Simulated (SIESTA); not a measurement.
Crystal: AlAu4.

```
CELL_PARAMETERS angstrom
2.42471 -1.71410 0.00000
2.42471 1.71410 0.00000
-0.96719 0.00000 10.87503
ATOMIC_POSITIONS crystal
Au 0.38694 0.38694 0.17805
Au 0.80129 0.80129 0.39405
Au 0.19871 0.19871 0.60595
Au 0.61306 0.61306 0.82195
Al 0.00000 0.00000 0.00000
```

The cell comes from a database or a generator and needn't be the stable form of this composition.

| Property | Result |
| --- | --- |
| Program | SIESTA 5.4.2 |
| Task | single point |
| Functional | PBEsol |
| Potentials or basis | PseudoDojo 0.4 standard (PBEsol files) |
| Basis | DZP (energy shift 0.003 Ry; two zetas on semicore shells) |
| Grid cutoff | 800 Ry |
| Energy shift | 0.003 Ry |
| k mesh | 9 × 9 × 3 |
| Occupations | fermi-dirac, width 0.05 eV |
| Spin | no spin polarisation |

On this cell: pressure -7.6 GPa; largest force 0.226 eV/Å; band gap on the k mesh none (metal or under the smearing width).

The same run follows on a disturbed copy (atoms moved at random, drawn with an rms of 0.05 Å):

```
Au Al
1.0
     2.42471   -1.71410    0.00000
     2.42471    1.71410    0.00000
    -0.96719    0.00000   10.87503
Au Al
4 1
Direct
  0.38940 0.39687 0.18018
  0.81595 0.78407 0.39329
  0.21958 0.17788 0.60338
  0.61183 0.61210 0.82065
  0.99939 0.02228 0.00327
```

What does the disturbed cell give?

The energy (extrapolated to zero smearing) moves by +2.3 meV/atom; pressure -7.7 GPa; largest force 0.366 eV/Å; band gap on the k mesh none (metal or under the smearing width).

Forces on the atoms (eV/Å):
```
Au   0.004 -0.021  0.173
Au  -0.053  0.035  0.029
Au   0.086  0.066  0.142
Au   0.127 -0.006 -0.024
Al  -0.163 -0.075 -0.320
```

Stress tensor (GPa, compression positive):
```
-7.63 -0.09  0.77
-0.09 -8.48  0.03
 0.77  0.03 -6.91
```

Caveats: short orbitals over semicore shells can move pressures by several GPa; the basis of atomic orbitals isn't converged, which shifts pressures, moduli and gaps.
